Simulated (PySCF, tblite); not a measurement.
# C₇H₁₁B: geometry, infrared bands and NMR shifts

Aim: predict the infrared bands and NMR shifts of C₇H₁₁B (`B1C=C[C@@H]2CC[C@H]1C2`).

Programs: tblite 0.8.0 and PySCF 2.14.0, with density-fitted response routines of our own. Each step states its level of theory. These are calculated values for one molecule in the gas phase, unless marked as measured. Atoms count from 0, in the outputs and in this text.

## (1) Starting geometry

19 atoms, charge 0, multiplicity 1; geometry from: force field or distance geometry start.

Bonds of the start (Å): B0–C1 1.57, C1–C2 1.35, C2–C3 1.54, C3–C4 1.52, C4–C5 1.54, C5–C6 1.54, C6–C7 1.53, C6–B0 1.62, C7–C3 1.53, B0–H8 1.18, C1–H9 1.09, C2–H10 1.08, C3–H11 1.13, C4–H12 1.12, C4–H13 1.12, C5–H14 1.11, C5–H15 1.10, C6–H16 1.11, C7–H17 1.12, C7–H18 1.11.

## (2) Optimising the geometry with GFN2-xTB

What the job is given:

```
{"job": {"kind": "relax", "xc": "GFN2-xTB", "basis": "xTB"}, "charge": 0, "multiplicity": 1}
B      1.388700     1.117100    -0.363400
C      1.952400    -0.202300     0.264200
C      1.109000    -1.090900     0.839400
C     -0.410900    -0.837100     0.801500
C     -0.953500    -1.082700    -0.600200
C     -0.860100     0.278500    -1.324900
C     -0.229800     1.244200    -0.305700
C     -0.671100     0.651000     1.037200
H      2.079500     2.012000    -0.693800
H      3.023700    -0.379600     0.312600
H      1.484900    -1.975800     1.325500
H     -0.929900    -1.483100     1.563500
H     -2.021200    -1.400200    -0.542600
H     -0.372500    -1.864700    -1.152100
H     -1.878700     0.643800    -1.584300
H     -0.264900     0.206000    -2.249300
H     -0.569100     2.292600    -0.439300
H     -1.765800     0.820300     1.192500
H     -0.120500     1.060300     1.911700
```

Command:

```
$ OMP_NUM_THREADS=1 python probes_run.py task.json out
```

The driver reads the jobs from task.json and runs them one after another.

**Question.** This job is followed by: GFN2-xTB harmonic vibrations, gas phase; GIAO PBE0/pcSseg-1 NMR shielding, non-relativistic, gas phase. Predict these results of the whole session: strongest single infrared mode (GFN2-xTB); zero-point energy (GFN2-xTB); ¹³C shifts against TMS (PBE0/pcSseg-1); ¹H shifts against TMS (PBE0/pcSseg-1); ¹¹B shifts against BF3·OEt2 (PBE0/pcSseg-1); surface potential, 1st and 99th percentile.

The runs gave:

| quantity | value |
| --- | --- |
| strongest single infrared mode (GFN2-xTB) | 2636 cm⁻¹, 181 km/mol |
| zero-point energy (GFN2-xTB) | 102.4 kcal/mol |
| ¹³C shifts against TMS (PBE0/pcSseg-1) | 182.3, 137.1, 44.5, 44.2, 35.5, 28.8, 15.6 ppm |
| ¹H shifts against TMS (PBE0/pcSseg-1) | 8.20, 6.86, 6.74, 2.81, 2.43, 2.01, 2.00, 1.64, 1.32, 1.26, 0.99 ppm |
| ¹¹B shifts against BF3·OEt2 (PBE0/pcSseg-1) | 64.9 ppm |
| surface potential, 1st and 99th percentile | -0.52 V and 0.75 V |

In words: Over 39 steps the energy fell by 0.196 eV; of the close pairs, C2–C3 changed most, 1.541 to 1.496 Å. All 51 modes are real, so the xTB geometry is a minimum. The strongest single mode, at 2636 cm⁻¹, moves mainly H8. Unscaled tight-binding wavenumbers are off by several per cent, some by more. Its intensities can rank the bands wrongly. At PBE0/pcSseg-1: The widest tensor belongs to C2: span 286 ppm, with a paramagnetic part of -249 ppm. At PBE0/pcSseg-1, counted by nearest atom on the grid, the HOMO lies on C1 38 %; C2 24 %, the LUMO on B0 33 %; C2 25 %.
